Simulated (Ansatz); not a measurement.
# CH4SSn: relaxed scan of one distance in Python

A script is to give a relaxed scan of one distance; the system is CH4SSn.

All numbers are computed with Ansatz 0.2.0, driven from Python. Level of theory: PBE0/def2-SVP.

### Step 1. Starting point

Bond lengths: C1–S2 1.727 Å, C1–Sn3 2.063 Å, S2–Sn3 2.480 Å, C1–H4 1.103 Å, C1–H5 1.114 Å, Sn3–H6 1.753 Å, Sn3–H7 1.806 Å. Angles: C1–S2–Sn3 55.3°, S2–C1–Sn3 81.2°, S2–C1–H4 114.1°, S2–C1–H5 117.1°, Sn3–C1–H4 110.5°, Sn3–C1–H5 116.8°, H4–C1–H5 113.3°, C1–Sn3–S2 43.5°, C1–Sn3–H6 120.1°, C1–Sn3–H7 116.2°, S2–Sn3–H6 110.0°, S2–Sn3–H7 108.6°, H6–Sn3–H7 123.7°.

The script reads ch4ssn.xyz:

```xyz
7

C    -0.59720   -0.38540   -0.76780
S    -0.31310   -1.70140    0.31450
Sn    0.58020    0.59200    0.61630
H    -1.62840    0.00500   -0.74230
H    -0.18690   -0.47930   -1.79970
H    -0.15350    1.34040    2.02120
H     2.36030    0.56060    0.31210
```

### Step 2. The code

Contents of run_relaxed_scan.py:

```python
"""One bond of CH4SSn held at set lengths while the rest relaxes."""

from dataclasses import dataclass

import ansatz as az
import numpy as np


@dataclass(frozen=True)
class RunConfig:
    basis_set: str = "def2-SVP"
    functional: str = "pbe0"


cfg = RunConfig()

mol = az.Crystal.molecule_from_extxyz("ch4ssn.xyz")

calculation = mol.calculation()
calculation = calculation.basis(gaussian=cfg.basis_set).functional(cfg.functional)
symbols = [site.symbol for site in mol.cartesian_sites]
pairs = [(0, 1), (0, 2), (0, 3), (0, 4), (1, 2), (2, 5)]
print("held (A)   E (eV)        ", "  ".join(f"{symbols[i]}{i}-{symbols[j]}{j}" for i, j in pairs))
for length in [1.66, 1.81, 1.95, 2.17, 2.44]:
    summary = calculation.relax(constraints=[az.DistanceConstraint((2, 6), at=length)], force_tolerance=0.02, max_steps=60).run(threads=1).report
    xyz = np.array(summary["positions_ang"])
    print(f"{length:6.2f} {summary['free_energy_ev']:14.5f}  ", "  ".join(f"{np.linalg.norm(xyz[i] - xyz[j]):.3f}" for i, j in pairs))
```

### Step 3. The input behind the calls

The package turns the script's settings into the engine's input (first run):

```yaml
crystal:
  periodic: [false, false, false]
  atoms:
    - { symbol: C, position_ang: [-0.5972, -0.3854, -0.7678] }
    - { symbol: S, position_ang: [-0.3131, -1.7014, 0.3145] }
    - { symbol: Sn, position_ang: [0.5802, 0.592, 0.6163] }
    - { symbol: H, position_ang: [-1.6284, 0.005, -0.7423] }
    - { symbol: H, position_ang: [-0.1869, -0.4793, -1.7997] }
    - { symbol: H, position_ang: [-0.1535, 1.3404, 2.0212] }
    - { symbol: H, position_ang: [2.3603, 0.5606, 0.3121] }
basis:
  gaussian:
    orbitals: def2-SVP
hamiltonian:
  xc: pbe0
relax:
  f_tol: 0.02
  max_steps: 60
  constraints:
    - { distance: [2, 6], at: 1.66 }
```

### Step 4. The run

Started as:

```
> python run_relaxed_scan.py
```

Output:

```text
held (A)   E (eV)         C0-S1  C0-Sn2  C0-H3  C0-H4  S1-Sn2  Sn2-H5
DeckWarning: relax.constraints: the input's atoms, or those drawn, lie off the distances that are held; a relaxation that starts there is brought onto them ahead of its first SCF, by positions alone, an atom by 7.31e-2 Å at the most. With the symmetry detection on, the symmetry is detected on the input's atoms as so [...]
  1.66   -17758.64162   1.850  2.132  1.097  1.097  2.412  1.698
  1.81   -17758.57691   1.853  2.131  1.097  1.096  2.410  1.699
  1.95   -17758.32828   1.856  2.131  1.097  1.096  2.407  1.700
  2.17   -17757.77134   1.858  2.132  1.097  1.096  2.404  1.702
  2.44   -17757.02234   1.859  2.135  1.097  1.096  2.401  1.704
```

(Warnings from the package without file and line, shortened, repeats left out.)

Wall time 2.5 min (1 thread of Arm Neoverse V1, shared host); peak memory 0.24 GiB.

### Step 5. What each run gave

The 5 runs, in the order started:

| run | distance (Å) | energy from run 1 (eV) | SCF cycles in all | CPU time (s) |
| --- | --- | --- | --- | --- |
| 1 | 1.66 | 0.0000 | 72 | 29 |
| 2 | 1.81 | 0.0647 | 72 | 29 |
| 3 | 1.95 | 0.3133 | 72 | 29 |
| 4 | 2.17 | 0.8703 | 82 | 32 |
| 5 | 2.44 | 1.6193 | 75 | 29 |

### Step 6. The relaxation of run 1, step by step

Step by step:

```csv
step,E - E(step 1) (eV),largest force component (eV/Å)
1,0.0000,2.1657
2,-0.1622,1.1592
3,-0.2623,0.5036
4,-0.2764,0.2084
5,-0.2845,0.0786
6,-0.2857,0.0280
7,-0.2858,0.0048
```

Step 1 is the start.

Before: Bond lengths: C1–S2 1.727 Å, C1–Sn3 2.063 Å, S2–Sn3 2.480 Å, C1–H4 1.103 Å, C1–H5 1.114 Å, Sn3–H6 1.753 Å, Sn3–H7 1.806 Å. Angles: C1–S2–Sn3 55.3°, S2–C1–Sn3 81.2°, S2–C1–H4 114.1°, S2–C1–H5 117.1°, Sn3–C1–H4 110.5°, Sn3–C1–H5 116.8°, H4–C1–H5 113.3°, C1–Sn3–S2 43.5°, C1–Sn3–H6 120.1°, C1–Sn3–H7 116.2°, S2–Sn3–H6 110.0°, S2–Sn3–H7 108.6°, H6–Sn3–H7 123.7°.

After: Bond lengths: C1–S2 1.850 Å, C1–Sn3 2.132 Å, S2–Sn3 2.412 Å, C1–H4 1.097 Å, C1–H5 1.097 Å, Sn3–H6 1.698 Å, Sn3–H7 1.660 Å. Angles: C1–S2–Sn3 58.3°, S2–C1–Sn3 74.2°, S2–C1–H4 114.8°, S2–C1–H5 114.7°, Sn3–C1–H4 117.3°, Sn3–C1–H5 117.4°, H4–C1–H5 113.1°, C1–Sn3–S2 47.6°, C1–Sn3–H6 119.8°, C1–Sn3–H7 120.3°, S2–Sn3–H6 115.0°, S2–Sn3–H7 115.2°, H6–Sn3–H7 118.1°.

### Step 7. How the relaxation of run 5 went

Relaxation path:

| step | E - E(step 1) (eV) | largest force component (eV/Å) |
| --- | --- | --- |
| 1 | 0.0000 | 4.3382 |
| 2 | -0.6914 | 1.3927 |
| 3 | -0.7793 | 0.5748 |
| 4 | -0.7922 | 0.2494 |
| 5 | -0.7980 | 0.1676 |
| 6 | -0.7991 | 0.1389 |
| 7 | -0.8007 | 0.0106 |

Step 1 is the start.

Before: Bond lengths: C1–S2 1.727 Å, C1–Sn3 2.063 Å, S2–Sn3 2.480 Å, C1–H4 1.103 Å, C1–H5 1.114 Å, Sn3–H6 1.753 Å, Sn3–H7 1.806 Å. Angles: C1–S2–Sn3 55.3°, S2–C1–Sn3 81.2°, S2–C1–H4 114.1°, S2–C1–H5 117.1°, Sn3–C1–H4 110.5°, Sn3–C1–H5 116.8°, H4–C1–H5 113.3°, C1–Sn3–S2 43.5°, C1–Sn3–H6 120.1°, C1–Sn3–H7 116.2°, S2–Sn3–H6 110.0°, S2–Sn3–H7 108.6°, H6–Sn3–H7 123.7°.

After: Bond lengths: C1–S2 1.859 Å, C1–Sn3 2.135 Å, S2–Sn3 2.401 Å, C1–H4 1.097 Å, C1–H5 1.096 Å, Sn3–H6 1.704 Å. Angles: C1–S2–Sn3 58.5°, S2–C1–Sn3 73.6°, S2–C1–H4 115.1°, S2–C1–H5 114.8°, Sn3–C1–H4 118.7°, Sn3–C1–H5 115.6°, H4–C1–H5 113.5°, C1–Sn3–S2 47.9°, C1–Sn3–H6 126.4°, S2–Sn3–H6 117.0°.

### Step 8. Outcome

| quantity | value |
| --- | --- |
| runs compared | 5 |
| range of energy | 1.619 eV |
| lowest point, distance (Å) | 1.66 |

In words: The lowest point is at the first value of the scan; the highest lies 1.619 eV above it. The distance scanned is the script's pair 2, 6. Run 1: The relaxation took 6 moves; the largest shift is 0.145 Å, of atom 7 (H). Run 5: After 6 moves the largest shift is 0.544 Å, of atom 7 (H). The energies are electronic: no zero-point or thermal terms, and the basis set is short of its limit. def2 sets replace the cores of elements past krypton by effective core potentials.
